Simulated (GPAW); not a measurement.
The system is CS2.

```
CELL_PARAMETERS angstrom
3.64579 -2.99431 0.00000
3.64579 2.99431 0.00000
0.00000 0.00000 9.85126
ATOMIC_POSITIONS crystal
S 0.18152 0.81848 0.88687
S 0.31848 0.68152 0.38687
S 0.68152 0.31848 0.61313
S 0.81848 0.18152 0.11313
C 0.50000 0.50000 0.50000
C 0.00000 0.00000 0.00000
```

The cell comes from a database or a generator and needn't be the stable form of this composition.

Base run:

| Property | Result |
| --- | --- |
| Program | GPAW 26.7.0 |
| Functional | LDA |
| Potentials or basis | the program's PAW data sets (release 1.2.1) made for this functional |
| Cutoff | 550 eV |
| Basis | pw |
| k mesh | 5 × 5 × 3 |
| Occupations | fermi-dirac, width 0.001 eV |
| Spin | no spin polarisation |

Its results: band gap on the k mesh 3.35 eV, direct; electronic dielectric tensor (diagonal) 1.84, 2.36, 2.60.

Question: The run is repeated on the same cell with these changes: functional from LDA to RPBE. What comes out?

Answer: Band gap on the k mesh 3.49 eV, direct; electronic dielectric tensor (diagonal) 1.75, 2.24, 2.47.

Caveats: the long-wavelength limit can be off by a per cent or two.

A k mesh can miss the band edges.
